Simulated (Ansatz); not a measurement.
Crystal: CsLiCr2Te2S3.

```
Cs Li Cr Te S
1.0
     3.42162   -5.18069    0.00784
     3.42162    5.18069    0.00784
    -2.90411    0.00000    7.43093
Cs Li Cr Te S
1 1 2 2 3
Direct
  0.09374 0.09374 0.00853
  0.58875 0.58875 0.55336
  0.05646 0.46755 0.55790
  0.46755 0.05646 0.55790
  0.56486 0.87357 0.29035
  0.87357 0.56486 0.29035
  0.81151 0.39697 0.73347
  0.39697 0.81151 0.73347
  0.21404 0.21404 0.48371
```

The cell was built by a generator and needn't be a form met in nature.

Base run:

* Program: Ansatz 0.2.0
* Functional: PBE
* Potentials or basis: Ansatz PAW
* Cutoff: 420 eV (not typed: the program's choice for these potentials)
* k mesh: 5 × 5 × 4
* Occupations: fermi-dirac, width 0.05 eV
* Spin: collinear spin, ferromagnetic start
* Starting moments: [0.0, 0.0, 3.0, 3.0, 0.0, 0.0, 0.0, 0.0, 0.0] μB

Its results: band gap on the k mesh none (metal or under the smearing width); pressure 0.0 GPa; net moment 4.01 μB per cell; site moments Cs -0.00; Li +0.00; Cr +2.02; Te -0.13; S -0.06, -0.05 μB; largest force 0.016 eV/Å.

Task: After a change of settings the same cell gave: band gap on the k mesh none (metal or under the smearing width); pressure 1.1 GPa; net moment 4.02 μB per cell; site moments Cs -0.00; Li -0.00; Cr +2.56; Te -0.31; S -0.13, -0.14 μB; largest force 0.300 eV/Å. Which change was it?
A. potentials or basis from Ansatz PAW to Ansatz PAW earlier set; cutoff from 420 eV (not typed: the program's choice for these potentials) to 1070 eV
B. potentials or basis from Ansatz PAW to JTH PAW; cutoff from 420 eV (not typed: the program's choice for these potentials) to 1230 eV (not typed: the program's choice for these potentials); valence electrons from 90 to 70
C. functional from PBE to HSE03; k mesh from 5 × 5 × 4 to 2 × 2 × 2

Result: C.

Caveats: some runs use coarse meshes; only a ferromagnetic start was run, and an antiferromagnetic order may lie lower in energy; the magnetic or orbital state may not be the lowest (some runs); the PAW data sets come from PBE, with cores solved anew for the run's functional, which leaves a small shift of forces and pressure (some runs); the thresholds are loose for stress (some runs).
